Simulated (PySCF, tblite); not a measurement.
# monosilicic acid (SiH4O4): dynamics, then NMR shifts on frames, part 2 of 2

tblite 0.8.0 and PySCF 2.14.0. Atoms count from 0. The steps go on from the part before.

### Step 5. Nuclear shieldings: 625 fs, PBE0/pcSseg-1

Job settings and geometry (Å):

```
{"job": {"kind": "nmr", "xc": "PBE0", "basis": "pcSseg-1", "pop": false}, "charge": 0, "multiplicity": 1}
O      0.812100     0.909000    -0.143700
Si    -0.463500    -0.074500    -0.022700
O     -0.265600    -1.569800    -0.672100
O     -1.798600     0.511300    -0.726200
O     -0.683100    -0.091700     1.588600
H      1.671700     0.537400    -0.320700
H      0.174400    -2.206500    -0.148700
H     -1.921800     0.503300    -1.706800
H     -1.509900    -0.379400     1.928200
```

Level: GIAO PBE0/pcSseg-1 NMR shielding, non-relativistic, gas phase.

The program printed:

```text
coarse grid: 8448 points
cycle   1  E = -592.1638448219  dE =  8.710e-01  |g| = 1.273e+00  |ddm| = 2.793e+00
cycle   2  E = -591.9593269333  dE =  2.045e-01  |g| = 1.678e+00  |ddm| = 1.543e+00
cycle   3  E = -592.4390309773  dE = -4.797e-01  |g| = 5.311e-02  |ddm| = 9.259e-01
cycle   4  E = -592.4393857243  dE = -3.547e-04  |g| = 3.055e-02  |ddm| = 4.657e-02
cycle   5  E = -592.4395303540  dE = -1.446e-04  |g| = 8.920e-03  |ddm| = 2.007e-02
cycle   6  E = -592.4395435994  dE = -1.325e-05  |g| = 1.375e-03  |ddm| = 5.621e-03
cycle   7  E = -592.4395439385  dE = -3.391e-07  |g| = 1.999e-04  |ddm| = 1.265e-03
final grid: 78248 points
cycle   8  E = -592.5073663808  dE = -2.148e-05  |g| = 7.971e-03  |ddm| = 1.148e-02
cycle   9  E = -592.5073591313  dE =  7.249e-06  |g| = 1.034e-02  |ddm| = 9.033e-03
cycle  10  E = -592.5073762075  dE = -1.708e-05  |g| = 2.528e-04  |ddm| = 5.168e-03
cycle  11  E = -592.5073762149  dE = -7.420e-09  |g| = 1.643e-04  |ddm| = 2.424e-04
cycle  12  E = -592.5073762192  dE = -4.308e-09  |g| = 3.951e-05  |ddm| = 1.032e-04
cycle  13  E = -592.5073762195  dE = -2.497e-10  |g| = 6.848e-06  |ddm| = 2.776e-05
converged SCF energy = -592.5073762195

GIAO shielding tensors (ppm)
atom      isotropic    diamagn.    paramagn.     s11        s22        s33       span
  0 O      292.845     389.358     -96.512    269.061    277.411    332.064     63.003
  1 Si     422.190     880.745    -458.555    410.054    426.855    429.662     19.607
  2 O      290.725     390.268     -99.543    266.651    272.761    332.763     66.113
  3 O      288.382     388.636    -100.254    267.405    272.288    325.452     58.047
  4 O      294.666     388.514     -93.848    271.074    279.122    333.801     62.727
  5 H       30.013      32.121      -2.108     22.075     24.087     43.876     21.801
  6 H       30.816      33.262      -2.446     22.837     24.717     44.894     22.058
  7 H       28.499      29.328      -0.829     20.889     22.707     41.902     21.013
  8 H       30.538      31.610      -1.071     22.203     24.427     44.985     22.782
```

It took 4.3 s on 1 thread of Arm Neoverse V2, shared host; peak memory 0.52 GiB.

In short: δ O3 47.7, O2 45.4, O0 43.2, O4 41.4, H7 3.22, H5 1.70 ppm.

### Step 6. Nuclear shieldings: 800 fs, PBE0/pcSseg-1

Job settings and geometry (Å):

```
{"job": {"kind": "nmr", "xc": "PBE0", "basis": "pcSseg-1", "pop": false}, "charge": 0, "multiplicity": 1}
O      0.461800     1.221600    -0.402200
Si    -0.780200     0.363000     0.172200
O     -0.401800    -1.157200    -0.357700
O     -2.251100     0.758700    -0.311600
O     -0.799200     0.383000     1.783100
H      1.129500     0.925000    -1.018100
H     -1.111900    -1.839100    -0.304500
H     -2.219100     0.612600    -1.281700
H     -1.503400     0.028100     2.341900
```

With the program's defaults for keys left out, this is: GIAO PBE0/pcSseg-1 NMR shielding, non-relativistic, gas phase.

The program printed:

```text
coarse grid: 8448 points
cycle   1  E = -592.1584260753  dE =  8.639e-01  |g| = 1.272e+00  |ddm| = 2.790e+00
cycle   2  E = -591.9513754176  dE =  2.071e-01  |g| = 1.682e+00  |ddm| = 1.546e+00
cycle   3  E = -592.4345941128  dE = -4.832e-01  |g| = 4.589e-02  |ddm| = 9.280e-01
cycle   4  E = -592.4348922026  dE = -2.981e-04  |g| = 2.237e-02  |ddm| = 3.847e-02
cycle   5  E = -592.4349654013  dE = -7.320e-05  |g| = 9.059e-03  |ddm| = 1.644e-02
cycle   6  E = -592.4349787899  dE = -1.339e-05  |g| = 1.291e-03  |ddm| = 5.227e-03
cycle   7  E = -592.4349790890  dE = -2.992e-07  |g| = 2.221e-04  |ddm| = 1.202e-03
final grid: 78248 points
cycle   8  E = -592.5021079385  dE = -2.233e-05  |g| = 8.244e-03  |ddm| = 1.207e-02
cycle   9  E = -592.5021001855  dE =  7.753e-06  |g| = 1.069e-02  |ddm| = 9.320e-03
cycle  10  E = -592.5021184414  dE = -1.826e-05  |g| = 2.439e-04  |ddm| = 5.331e-03
cycle  11  E = -592.5021184507  dE = -9.298e-09  |g| = 1.187e-04  |ddm| = 2.406e-04
cycle  12  E = -592.5021184529  dE = -2.206e-09  |g| = 4.139e-05  |ddm| = 9.310e-05
cycle  13  E = -592.5021184532  dE = -2.749e-10  |g| = 9.022e-06  |ddm| = 2.751e-05
converged SCF energy = -592.5021184532

GIAO shielding tensors (ppm)
atom      isotropic    diamagn.    paramagn.     s11        s22        s33       span
  0 O      301.179     390.026     -88.847    275.092    285.926    342.518     67.426
  1 Si     424.318     881.579    -457.261    394.287    429.021    449.646     55.359
  2 O      274.363     392.007    -117.644    250.475    260.863    311.752     61.278
  3 O      269.698     388.978    -119.281    251.619    258.020    299.453     47.834
  4 O      296.484     388.531     -92.047    275.064    282.423    331.964     56.899
  5 H       29.034      32.294      -3.260     20.919     23.026     43.158     22.240
  6 H       29.650      30.877      -1.227     22.482     24.296     42.173     19.691
  7 H       29.980      30.081      -0.101     22.231     25.990     41.717     19.486
  8 H       29.096      30.034      -0.938     21.167     23.113     43.009     21.842
```

It took 4.3 s on 1 thread of Arm Neoverse V2, shared host; peak memory 0.52 GiB.

This run: δ O3 66.4, O2 61.7, O4 39.6, O0 34.9, H5 2.68, H8 2.62 ppm.

### Step 7. Shielding tensors: 1000 fs, PBE0/pcSseg-1

Job settings and geometry (Å):

```
{"job": {"kind": "nmr", "xc": "PBE0", "basis": "pcSseg-1", "pop": false}, "charge": 0, "multiplicity": 1}
O      0.021800     1.710200    -0.297600
Si    -0.976900     0.537100     0.178200
O     -0.706900    -0.557200    -0.982200
O     -2.385400     1.330600     0.389700
O     -0.730700    -0.124800     1.643800
H      0.841800     1.335300    -0.658600
H     -1.268700    -1.351100    -0.990300
H     -2.642400     1.696800    -0.463400
H     -0.705300     0.410600     2.413100
```

With the program's defaults for keys left out, this is: GIAO PBE0/pcSseg-1 NMR shielding, non-relativistic, gas phase.

The program printed:

```text
coarse grid: 8448 points
cycle   1  E = -592.1662836119  dE =  8.870e-01  |g| = 1.263e+00  |ddm| = 2.791e+00
cycle   2  E = -591.9598459901  dE =  2.064e-01  |g| = 1.675e+00  |ddm| = 1.558e+00
cycle   3  E = -592.4386779803  dE = -4.788e-01  |g| = 4.807e-02  |ddm| = 9.382e-01
cycle   4  E = -592.4390258422  dE = -3.479e-04  |g| = 2.173e-02  |ddm| = 4.221e-02
cycle   5  E = -592.4390936357  dE = -6.779e-05  |g| = 9.475e-03  |ddm| = 1.709e-02
cycle   6  E = -592.4391083159  dE = -1.468e-05  |g| = 1.476e-03  |ddm| = 5.564e-03
cycle   7  E = -592.4391086966  dE = -3.807e-07  |g| = 2.080e-04  |ddm| = 1.277e-03
final grid: 78248 points
cycle   8  E = -592.5069194863  dE = -2.205e-05  |g| = 8.374e-03  |ddm| = 1.221e-02
cycle   9  E = -592.5069111064  dE =  8.380e-06  |g| = 1.098e-02  |ddm| = 9.696e-03
cycle  10  E = -592.5069304083  dE = -1.930e-05  |g| = 2.159e-04  |ddm| = 5.540e-03
cycle  11  E = -592.5069304128  dE = -4.558e-09  |g| = 1.544e-04  |ddm| = 2.034e-04
cycle  12  E = -592.5069304166  dE = -3.816e-09  |g| = 3.122e-05  |ddm| = 9.491e-05
cycle  13  E = -592.5069304168  dE = -1.604e-10  |g| = 5.942e-06  |ddm| = 2.431e-05
converged SCF energy = -592.5069304168

GIAO shielding tensors (ppm)
atom      isotropic    diamagn.    paramagn.     s11        s22        s33       span
  0 O      282.903     391.170    -108.266    256.463    272.336    319.911     63.448
  1 Si     414.128     881.738    -467.610    402.714    413.286    426.385     23.671
  2 O      289.911     390.746    -100.835    265.560    273.668    330.504     64.945
  3 O      283.254     387.801    -104.547    261.753    269.721    318.290     56.537
  4 O      298.465     390.056     -91.590    274.532    282.936    337.928     63.396
  5 H       29.755      33.042      -3.287     21.564     25.493     42.207     20.644
  6 H       29.362      30.525      -1.164     21.429     23.269     43.386     21.957
  7 H       30.263      29.725       0.538     22.186     25.538     43.065     20.880
  8 H       30.108      31.870      -1.762     21.910     23.945     44.471     22.561
```

It took 4.3 s on 1 thread of Arm Neoverse V2, shared host; peak memory 0.52 GiB.

In short: δ O0 53.2, O3 52.8, O2 46.2, O4 37.6, H6 2.36, H5 1.96 ppm.

### Step 8. Run by run: NMR shifts

Shifts (ppm) of some atoms, chosen among heavy atoms and hydrogens apart, with basis size and wall time:

```csv
frame,H6,H7,O4,O0,O2,O3,Si1,functions,time
250 fs,1.18,0.55,56.7,50.4,39.9,32.9,-67.3,112,6.7 s
425 fs,1.38,3.12,49.2,35.7,35.1,52.7,-85.5,112,4.3 s
625 fs,0.90,3.22,41.4,43.2,45.4,47.7,-73.0,112,4.3 s
800 fs,2.07,1.74,39.6,34.9,61.7,66.4,-75.2,112,4.3 s
1000 fs,2.36,1.45,37.6,53.2,46.2,52.8,-65.0,112,4.3 s
```

### Step 9. Summary of results

What follows sums up all 2 parts.

```
                                       quantity                       value
                                     thermostat                       300 K
                  mean temperature, second half                       312 K
        mean potential energy above the minimum                     0.34 eV
  ¹H shifts against TMS (PBE0/pcSseg-1, 250 fs)  2.45, 2.33, 1.18, 0.55 ppm
 ¹⁷O shifts against H2O (PBE0/pcSseg-1, 250 fs)  56.7, 50.4, 39.9, 32.9 ppm
²⁹Si shifts against TMS (PBE0/pcSseg-1, 250 fs)                   -67.3 ppm
          surface potential, 1st and 99th percentile          -1.60 V and 2.39 V
                       range of the shift of O3            32.9 to 66.4 ppm
```

**Reading.** In the second half the potential energy averages 0.34 eV above the minimum; equipartition over 21 harmonic modes at 300 K would give 0.27 eV. With 9 atoms the temperature swings widely (138 to 460 K). Shifts at one fixed geometry are not the observed spectrum, which averages over the motion. Across the 5 runs the shift of O3 moves most, between 32.9 (250 fs) and 66.4 ppm (800 fs).
